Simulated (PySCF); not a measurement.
# CH5FOSn (SMILES FC[O][SnH3]): levels of theory compared

We compute a comparison of 6 runs (HF/STO-3G, HF/3-21G, HF/def2-SVP, HF/def2-TZVP, BLYP/def2-TZVP, TPSS/def2-TZVP) of CH5FOSn. Input form: a Python script.

Program for the calculation: PySCF 2.14.0.

## 1. The molecule

CH5FOSn has 9 atoms, charge 0, and is taken as a singlet. SMILES: `FC[O][SnH3]`. Geometry: relaxed at PBE0-D4/def2-TZVP. This is one conformer, not always the lowest.

Bond lengths: F1–C2 1.398 Å, C2–O3 1.354 Å, O3–Sn4 1.991 Å, C2–H5 1.100 Å, C2–H6 1.095 Å, Sn4–H7 1.705 Å, Sn4–H8 1.700 Å, Sn4–H9 1.699 Å. Some angles: F1–C2–O3 110.7°, C2–O3–Sn4 118.4°, F1–C2–H5 105.2°, F1–C2–H6 106.7°, O3–C2–H5 113.4°, O3–C2–H6 109.7°, O3–Sn4–H7 106.3°, O3–Sn4–H8 101.6°, O3–Sn4–H9 108.3°, H5–C2–H6 110.9°.

## 2. Energy and forces at HF/STO-3G (run 1)

calc.py

```python
# FC[O][SnH3]
from pyscf import gto, scf

molecule = gto.M(
    atom='''
F   -0.596800   1.754200   0.031500
C   -1.291500   0.566100   0.277800
O   -0.736000  -0.463400  -0.405000
Sn   1.239300  -0.701500  -0.319700
H   -1.258800   0.434000   1.369300
H   -2.319100   0.724600  -0.066100
H    1.690100  -0.390300   1.294800
H    1.407800  -2.333100  -0.765300
H    1.953500   0.363100  -1.434400
''',
    spin=0,
    basis='sto-3g',
    verbose=3,
    max_memory=1860,
)

myscf = scf.RHF(molecule)
myscf.conv_tol = 1e-10
myscf.kernel()
if not myscf.converged:
    myscf = myscf.newton().run(myscf.mo_coeff, myscf.mo_occ)

e_tot = myscf.e_tot
print(f'total energy: {e_tot:.8f} hartree')
grad = myscf.nuc_grad_method().kernel()
dip = myscf.dip_moment()
pop, q = myscf.mulliken_pop()
```

Started as:

```console
$ OMP_NUM_THREADS=1 python calc.py
```

The program printed:

```text
converged SCF energy = -6175.50126506246
total energy: -6175.50126506 hartree
--------------- RHF gradients ---------------
         x                y                z
0 F    -0.0029820804     0.0014194562     0.0005786495
1 C    -0.0034895743    -0.0452613352    -0.0114970783
2 O    -0.0365075647     0.0447668993     0.0252542529
3 Sn     0.0098364265    -0.0034933661    -0.0016264365
4 H     0.0087238556     0.0033271455    -0.0108484338
5 H     0.0133501074     0.0015623864    -0.0034427299
6 H     0.0038567898     0.0053268095     0.0251485410
7 H    -0.0008164483    -0.0238299210    -0.0068479446
8 H     0.0080284883     0.0161819254    -0.0167188203
----------------------------------------------
Dipole moment(X, Y, Z, Debye):  1.40039, -0.76521,  0.54701
 ** Mulliken pop  **
pop of  0 F 1s            1.99917
pop of  0 F 2s            1.94732
pop of  0 F 2px           1.79362
pop of  0 F 2py           1.49611
pop of  0 F 2pz           1.95405
pop of  1 C 1s            1.99269
pop of  1 C 2s            1.15680
pop of  1 C 2px           0.95851
pop of  1 C 2py           0.77459
pop of  1 C 2pz           0.97823
pop of  2 O 1s            1.99780
pop of  2 O 2s            1.82804
pop of  2 O 2px           1.37786
pop of  2 O 2py           1.50782
pop of  2 O 2pz           1.73224
pop of  3 Sn 1s           2.00000
pop of  3 Sn 2s           1.99967
pop of  3 Sn 3s           1.99824
pop of  3 Sn 4s           2.00696
pop of  3 Sn 5s           1.07016
pop of  3 Sn 2px          2.00007
pop of  3 Sn 2py          2.00006
pop of  3 Sn 2pz          2.00006
pop of  3 Sn 3px          1.99814
pop of  3 Sn 3py          1.99831
pop of  3 Sn 3pz          1.99831
pop of  3 Sn 4px          1.99494
pop of  3 Sn 4py          1.99641
pop of  3 Sn 4pz          1.99645
pop of  3 Sn 5px          0.53816
pop of  3 Sn 5py          0.75346
pop of  3 Sn 5pz          0.75753
pop of  3 Sn 3dxy         1.99987
pop of  3 Sn 3dyz         1.99960
pop of  3 Sn 3dz^2        1.99947
pop of  3 Sn 3dxz         1.99981
pop of  3 Sn 3dx2-y2      1.99944
pop of  3 Sn 4dxy         1.99621
pop of  3 Sn 4dyz         1.98822
pop of  3 Sn 4dz^2        1.98441
pop of  3 Sn 4dxz         1.99441
pop of  3 Sn 4dx2-y2      1.98322
pop of  4 H 1s            0.96716
pop of  5 H 1s            0.94542
pop of  6 H 1s            1.18195
pop of  7 H 1s            1.18017
pop of  8 H 1s            1.17889
 ** Mulliken atomic charges  **
charge of    0F =     -0.19027
charge of    1C =      0.13918
charge of    2O =     -0.44375
charge of    3Sn =      0.94843
charge of    4H =      0.03284
charge of    5H =      0.05458
charge of    6H =     -0.18195
charge of    7H =     -0.18017
charge of    8H =     -0.17889
```

Run time: 5.4 s. Hardware: 1 thread of Intel Xeon at 2.70GHz, shared host; peak memory 0.12 GiB.

## 3. Energy and gradient at HF/3-21G (run 2)

input.py

```python
# FC[O][SnH3]
from pyscf import gto

system = gto.M(
    atom=[
    ('F', (-0.596800, 1.754200, 0.031500)),
    ('C', (-1.291500, 0.566100, 0.277800)),
    ('O', (-0.736000, -0.463400, -0.405000)),
    ('Sn', (1.239300, -0.701500, -0.319700)),
    ('H', (-1.258800, 0.434000, 1.369300)),
    ('H', (-2.319100, 0.724600, -0.066100)),
    ('H', (1.690100, -0.390300, 1.294800)),
    ('H', (1.407800, -2.333100, -0.765300)),
    ('H', (1.953500, 0.363100, -1.434400)),
],
    max_memory=1860,
    basis='3-21g',
    verbose=3,
    spin=0,
)

myscf = system.RHF()
myscf.conv_tol = 1e-10
myscf.kernel()
if not myscf.converged:
    myscf = myscf.newton().run(myscf.mo_coeff, myscf.mo_occ)

etot = myscf.e_tot
print(f'total energy: {etot:.8f} hartree')
grad = myscf.nuc_grad_method().kernel()
myscf.analyze()
```

Started as:

```console
$ OMP_NUM_THREADS=1 python input.py
```

The program printed:

```text
converged SCF energy = -6210.17359468076
total energy: -6210.17359468 hartree
--------------- RHF gradients ---------------
         x                y                z
0 F    -0.0110526153    -0.0094801600     0.0019692242
1 C     0.0376323799    -0.0073356186    -0.0146824466
2 O    -0.0251211351     0.0135364903     0.0022344199
3 Sn     0.0191450246    -0.0009837609     0.0076312583
4 H     0.0024641371    -0.0003006830     0.0111852256
5 H    -0.0104653386     0.0016885790    -0.0069886101
6 H    -0.0026746675    -0.0013265857    -0.0079495830
7 H    -0.0039420543     0.0086094303     0.0015041054
8 H    -0.0059857307    -0.0044076915     0.0050964063
----------------------------------------------
**** MO energy ****
MO #1   energy= -1034.90198602421  occ= 2
MO #2   energy= -156.245885406507  occ= 2
MO #3   energy= -145.391544833932  occ= 2
MO #4   energy= -145.391319351988  occ= 2
MO #5   energy= -145.391267463791  occ= 2
MO #6   energy= -31.5547766169152  occ= 2
MO #7   energy= -26.9301403083315  occ= 2
MO #8   energy= -26.929595687869   occ= 2
MO #9   energy= -26.9294114141906  occ= 2
MO #10  energy= -26.1350714549332  occ= 2
MO #11  energy= -20.4363258385116  occ= 2
MO #12  energy= -19.097184447134   occ= 2
MO #13  energy= -19.0963641083413  occ= 2
MO #14  energy= -19.0962070428847  occ= 2
MO #15  energy= -19.0954766894286  occ= 2
MO #16  energy= -19.0954049526751  occ= 2
MO #17  energy= -11.301814317896   occ= 2
MO #18  energy= -5.56788129490754  occ= 2
MO #19  energy= -3.95198211467109  occ= 2
MO #20  energy= -3.9513738475585   occ= 2
MO #21  energy= -3.95067111383744  occ= 2
MO #22  energy= -1.57637010078924  occ= 2
MO #23  energy= -1.45181159336102  occ= 2
MO #24  energy= -1.4381656662405   occ= 2
MO #25  energy= -1.4371017213094   occ= 2
MO #26  energy= -1.43377928739246  occ= 2
MO #27  energy= -1.4325260404801   occ= 2
MO #28  energy= -1.32649197901394  occ= 2
MO #29  energy= -0.899949794978995 occ= 2
MO #30  energy= -0.72424893726671  occ= 2
MO #31  energy= -0.689952696419439 occ= 2
MO #32  energy= -0.682488599476889 occ= 2
MO #33  energy= -0.628357173590548 occ= 2
MO #34  energy= -0.564401514351076 occ= 2
MO #35  energy= -0.545172281245278 occ= 2
MO #36  energy= -0.487501683679366 occ= 2
MO #37  energy= -0.467645644938883 occ= 2
MO #38  energy= -0.446960168056286 occ= 2
MO #39  energy= -0.424442570219989 occ= 2
MO #40  energy= 0.111298972446448  occ= 0
MO #41  energy= 0.176277253851734  occ= 0
MO #42  energy= 0.192233322823919  occ= 0
MO #43  energy= 0.206843626902995  occ= 0
MO #44  energy= 0.29154332078918   occ= 0
MO #45  energy= 0.327961523218844  occ= 0
MO #46  energy= 0.337740272768868  occ= 0
MO #47  energy= 0.358472123729751  occ= 0
MO #48  energy= 0.37921055514005   occ= 0
MO #49  energy= 0.386825597852611  occ= 0
MO #50  energy= 0.477527758486083  occ= 0
MO #51  energy= 0.504979249235479  occ= 0
MO #52  energy= 0.956878312417314  occ= 0
MO #53  energy= 0.985869321981653  occ= 0
MO #54  energy= 1.0543331450764    occ= 0
MO #55  energy= 1.25070148758111   occ= 0
MO #56  energy= 1.27672831090393   occ= 0
MO #57  energy= 1.31840551482557   occ= 0
MO #58  energy= 1.32527951458269   occ= 0
MO #59  energy= 1.34308024190772   occ= 0
MO #60  energy= 1.76843105978427   occ= 0
MO #61  energy= 1.91392798701961   occ= 0
MO #62  energy= 1.97044627565549   occ= 0
MO #63  energy= 2.16197255146098   occ= 0
MO #64  energy= 2.37705962282364   occ= 0
MO #65  energy= 2.41882381606026   occ= 0
MO #66  energy= 2.50211186813645   occ= 0
MO #67  energy= 3.31202133349526   occ= 0
MO #68  energy= 4.07133032533096   occ= 0
 ** Mulliken atomic charges  **
charge of    0F =     -0.34957
charge of    1C =      0.33974
charge of    2O =     -0.64931
charge of    3Sn =      0.92417
charge of    4H =      0.07001
charge of    5H =      0.09724
charge of    6H =     -0.14935
charge of    7H =     -0.14150
charge of    8H =     -0.14143
Dipole moment(X, Y, Z, Debye):  1.09513, -1.04894,  1.06856
```

It took 4.8 s on 1 thread of Intel Xeon at 2.70GHz, shared host; peak memory 0.14 GiB.

Run 3 isn't shown in full; the table further down has it.

## 4. Energy and forces at HF/def2-TZVP (core potential) (run 4)

job.py

```python
import pyscf.grad
from pyscf import gto, scf

molecule = gto.M(
    atom='''
F   -0.596800   1.754200   0.031500
C   -1.291500   0.566100   0.277800
O   -0.736000  -0.463400  -0.405000
Sn   1.239300  -0.701500  -0.319700
H   -1.258800   0.434000   1.369300
H   -2.319100   0.724600  -0.066100
H    1.690100  -0.390300   1.294800
H    1.407800  -2.333100  -0.765300
H    1.953500   0.363100  -1.434400
''',
    verbose=4,
    charge=0,
    ecp={'Sn': 'def2-svp'},
    basis='def2-tzvp',
    max_memory=1860,
)

hf = scf.RHF(molecule)
hf.conv_tol = 1e-10
hf.kernel()
if not hf.converged:
    hf = hf.newton().run(hf.mo_coeff, hf.mo_occ)

energy = hf.e_tot
print(f'total energy: {energy:.8f} hartree')
grad = hf.Gradients().kernel()
hf.analyze()
```

Started as:

```console
$ OMP_NUM_THREADS=1 python job.py
```

The program printed:

```text
PySCF version 2.14.0

[... 83 lines left out ...]
One-electron Energy =                -1102.233679063901718
[... 17 lines left out ...]
MO #13  energy= -1.33425175139103  occ= 2
[... 15 lines left out ...]
MO #29  energy= 0.134102544044037  occ= 0
[... 15 lines left out ...]
MO #45  energy= 0.510268959748748  occ= 0
[... 15 lines left out ...]
MO #61  energy= 0.921412811683831  occ= 0
[... 15 lines left out ...]
MO #77  energy= 1.41349177386146   occ= 0
[... 15 lines left out ...]
MO #93  energy= 2.14446602446426   occ= 0
[... 15 lines left out ...]
MO #109 energy= 2.71933396696747   occ= 0
[... 15 lines left out ...]
MO #125 energy= 3.46895970194332   occ= 0
[... 15 lines left out ...]
MO #141 energy= 5.49101729042615   occ= 0
[... 15 lines left out ...]
MO #157 energy= 7.57781752326154   occ= 0
[... 15 lines left out ...]
MO #173 energy= 114.125156674603   occ= 0
[... 146 lines left out ...]
pop of  4 H 2s            0.00788
pop of  4 H 3s            0.00261
pop of  4 H 2px           0.00019
pop of  4 H 2py           0.00035
pop of  4 H 2pz           0.00208
pop of  5 H 1s            0.89277
pop of  5 H 2s            0.00836
pop of  5 H 3s            0.00273
pop of  5 H 2px           0.00177
pop of  5 H 2py           0.00030
pop of  5 H 2pz           0.00044
pop of  6 H 1s            1.53420
pop of  6 H 2s            0.03021
pop of  6 H 3s            0.01223
pop of  6 H 2px           0.00541
pop of  6 H 2py           0.00366
pop of  6 H 2pz           0.04577
pop of  7 H 1s            1.53401
pop of  7 H 2s            0.02946
pop of  7 H 3s            0.01148
pop of  7 H 2px           0.00115
pop of  7 H 2py           0.04104
pop of  7 H 2pz           0.00516
pop of  8 H 1s            1.52224
pop of  8 H 2s            0.02720
pop of  8 H 3s            0.01156
pop of  8 H 2px           0.00980
pop of  8 H 2py           0.01817
pop of  8 H 2pz           0.01820
 ** Mulliken atomic charges  **
charge of    0F =     -0.41126
charge of    1C =      0.36771
charge of    2O =     -1.03767
charge of    3Sn =      2.77345
charge of    4H =      0.07509
charge of    5H =      0.09364
charge of    6H =     -0.63149
charge of    7H =     -0.62230
charge of    8H =     -0.60717
Dipole moment(X, Y, Z, Debye):  1.09837, -1.18658,  0.81182
```

It took 1.7 min on 1 thread of Intel Xeon at 2.70GHz, shared host; peak memory 0.97 GiB.

Run 5 isn't shown in full; the table further down has it.

## 5. Energy and forces at TPSS/def2-TZVP (core potential) (run 6)

calc.py

```python
# FC[O][SnH3]
from pyscf import gto, dft

mol = gto.Mole()
mol.atom = '''
F     -0.596800     1.754200     0.031500
C     -1.291500     0.566100     0.277800
O     -0.736000    -0.463400    -0.405000
Sn     1.239300    -0.701500    -0.319700
H     -1.258800     0.434000     1.369300
H     -2.319100     0.724600    -0.066100
H      1.690100    -0.390300     1.294800
H      1.407800    -2.333100    -0.765300
H      1.953500     0.363100    -1.434400
'''
mol.verbose = 4
mol.charge = 0
mol.max_memory = 1860
mol.spin = 0
mol.ecp = {'Sn': 'def2-svp'}
mol.basis = 'def2-tzvp'
mol.build()

ks = dft.RKS(mol)
ks.xc = 'tpss'
ks.grids.level = 5
ks.conv_tol = 1e-10
ks.kernel()
if not ks.converged:
    ks = ks.newton().run(ks.mo_coeff, ks.mo_occ)

e_final = ks.e_tot
print('Final energy', e_final)
grad = ks.nuc_grad_method().kernel()
ks.analyze()
```

Started as:

```console
$ OMP_NUM_THREADS=1 python calc.py
```

The program printed:

```text
PySCF version 2.14.0

[... 101 lines left out ...]
One-electron Energy =                -1102.401186995353555
[... 17 lines left out ...]
MO #13  energy= -0.955589153751187 occ= 2
[... 15 lines left out ...]
MO #29  energy= 0.0235329442877787 occ= 0
[... 15 lines left out ...]
MO #45  energy= 0.329168524250806  occ= 0
[... 15 lines left out ...]
MO #61  energy= 0.707567440386193  occ= 0
[... 15 lines left out ...]
MO #77  energy= 1.13860535434703   occ= 0
[... 15 lines left out ...]
MO #93  energy= 1.82640677461538   occ= 0
[... 15 lines left out ...]
MO #109 energy= 2.38489282605968   occ= 0
[... 15 lines left out ...]
MO #125 energy= 3.0618300637102    occ= 0
[... 15 lines left out ...]
MO #141 energy= 4.99257326523965   occ= 0
[... 15 lines left out ...]
MO #157 energy= 7.03218088079986   occ= 0
[... 15 lines left out ...]
MO #173 energy= 113.523649434569   occ= 0
[... 146 lines left out ...]
pop of  4 H 2s            0.00744
pop of  4 H 3s            0.00340
pop of  4 H 2px           0.00020
pop of  4 H 2py           0.00052
pop of  4 H 2pz           0.00104
pop of  5 H 1s            0.88306
pop of  5 H 2s            0.00791
pop of  5 H 3s            0.00346
pop of  5 H 2px           0.00093
pop of  5 H 2py           0.00041
pop of  5 H 2pz           0.00031
pop of  6 H 1s            1.49464
pop of  6 H 2s            0.03145
pop of  6 H 3s            0.01037
pop of  6 H 2px           0.00613
pop of  6 H 2py           0.00436
pop of  6 H 2pz           0.04602
pop of  7 H 1s            1.49363
pop of  7 H 2s            0.03076
pop of  7 H 3s            0.00966
pop of  7 H 2px           0.00154
pop of  7 H 2py           0.04103
pop of  7 H 2pz           0.00585
pop of  8 H 1s            1.48131
pop of  8 H 2s            0.02847
pop of  8 H 3s            0.00970
pop of  8 H 2px           0.01050
pop of  8 H 2py           0.01843
pop of  8 H 2pz           0.01820
 ** Mulliken atomic charges  **
charge of    0F =     -0.35158
charge of    1C =      0.25177
charge of    2O =     -0.94969
charge of    3Sn =      2.60303
charge of    4H =      0.08459
charge of    5H =      0.10392
charge of    6H =     -0.59297
charge of    7H =     -0.58247
charge of    8H =     -0.56661
Dipole moment(X, Y, Z, Debye):  0.89721, -1.01986,  0.62479
```

Run time: 3.3 min. Hardware: 1 thread of Intel Xeon at 2.70GHz, shared host; peak memory 2.3 GiB.

## 6. All runs side by side

```csv
run,level,core potential,integration grid,energy (Eh),dipole moment (D),HOMO energy (eV),LUMO energy (eV),wall time
1,HF/STO-3G,–,–,-6175.501265,1.69,-8.39,10.06,5.4 s
2,HF/3-21G,–,–,-6210.173595,1.86,-11.55,3.03,4.8 s
3,HF/def2-SVP (core potential),def2-svp,–,-428.233844,1.90,-11.83,2.71,16 s
4,HF/def2-TZVP (core potential),def2-svp,–,-428.509027,1.81,-11.87,2.00,1.7 min
5,BLYP/def2-TZVP (core potential),def2-svp,5,-430.456801,1.51,-6.40,-1.21,2 min
6,TPSS/def2-TZVP (core potential),def2-svp,5,-430.497813,1.50,-6.61,-1.10,3.3 min
```

## 7. What came out

| quantity | value |
| --- | --- |
| run 6: total energy | -430.49781 Eh |
| run 6: dipole moment | 1.50 D |
| run 6: HOMO energy | -6.61 eV |
| run 6: LUMO energy | -1.10 eV |
| run 6: HOMO–LUMO gap | 5.51 eV |
| run 6: largest force on an atom | 0.801 eV/Å |

In words: The dipole moment (its size) runs from 1.50 D (TPSS/def2-TZVP) to 1.90 D (HF/def2-SVP). The two ends differ in method and basis. The HOMO–LUMO gap runs from 5.19 eV (BLYP/def2-TZVP) to 18.45 eV (HF/STO-3G). The two ends differ in method and basis and core potential. Totals of different functionals can't be ranked against each other. Some runs of one species differ in core potentials or relativity; totals across that change don't compare. In run 1 the basis is minimal, so the values are rough. In runs 1, 2 relativity is left out where basis or elements ask for it. All runs together took 7.5 min, the longest 3.3 min.
